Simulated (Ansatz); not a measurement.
# CH₅ClGaN: how energies converge with the basis set

The task here is to estimate one member of a computed series from the others.

Computed with Ansatz 0.2.0, Gaussian basis. Level: one geometry, several basis sets.

Levels to be run: PBE0-D4/def2-SVP; ωB97M-V/def2-SVP; PBE0-D4/def2-QZVPP; ωB97M-V/def2-QZVPP; the functionals' def2-TZVPP values are taken from earlier runs.

## Structure used throughout

An earlier PBE0-D4 in a triple-zeta def2 set relaxation fixed the geometry.

SMILES `[NH2][GaH][CH2]Cl`, 9 atoms, charge 0, spin multiplicity 1.

Atoms are counted from 1 here; the program's logs count them from 0.

Bond lengths: N1–Ga2 1.813 Å, N1–H5 1.006 Å, N1–H6 1.006 Å, Ga2–C3 1.979 Å, Ga2–H7 1.557 Å, C3–Cl4 1.801 Å, C3–H8 1.089 Å, C3–H9 1.089 Å. Angles: Ga2–N1–H5 123.7°, Ga2–N1–H6 124.1°, H5–N1–H6 111.7°, N1–Ga2–C3 116.6°, N1–Ga2–H7 119.1°, C3–Ga2–H7 124.3°, Ga2–C3–Cl4 104.4°, Ga2–C3–H8 114.2°, Ga2–C3–H9 114.7°, Cl4–C3–H8 107.0°, Cl4–C3–H9 106.8°, H8–C3–H9 109.0°.

The first run:

File in.yaml:

```yaml
crystal:
  periodic: [false, false, false]
  atoms:
    - {symbol: N, position_ang: [0.175460, 1.608053, -0.825528]}
    - {symbol: Ga, position_ang: [0.753599, -0.012271, -0.254536]}
    - {symbol: C, position_ang: [-0.464846, -1.016531, 0.938706]}
    - {symbol: Cl, position_ang: [-1.178056, -2.289340, -0.116663]}
    - {symbol: H, position_ang: [0.660848, 2.166126, -1.506880]}
    - {symbol: H, position_ang: [-0.719880, 2.001812, -0.591198]}
    - {symbol: H, position_ang: [2.128453, -0.546259, -0.754309]}
    - {symbol: H, position_ang: [-1.292985, -0.427647, 1.329834]}
    - {symbol: H, position_ang: [0.026008, -1.530243, 1.763374]}
basis:
  gaussian: {orbitals: def2-SVP}
hamiltonian: {xc: pbe0, dispersion: d4}
output: {orbitals: {seedname: orbitals}}
```

Started as:

```console
ansatz run in.yaml --threads 4 --pin off --events-out ev --progress --plain --max-ram 10444MiB
```

Among the steps run: PBE0-D4 in def2-SVP; ωB97M-V in def2-SVP; PBE0-D4 in def2-QZVPP; ωB97M-V in def2-QZVPP.

One of the session's tables, all rows but one given; the rest of the session is left out.

It belongs to the step «Density functionals: the series». 

```
functional       basis  HOMO (eV)
   PBE0-D4    def2-SVP      -7.25
   PBE0-D4  def2-TZVPP      -7.42
   PBE0-D4  def2-QZVPP      -7.46
   ωB97M-V    def2-SVP          ?
   ωB97M-V  def2-TZVPP      -9.71
   ωB97M-V  def2-QZVPP      -9.76
```

Estimate the missing values for ωB97M-V, def2-SVP.

As computed: HOMO (eV): -9.51. In the column «HOMO (eV)» it lies between ωB97M-V, def2-TZVPP (-9.71) and PBE0-D4, def2-QZVPP (-7.46).
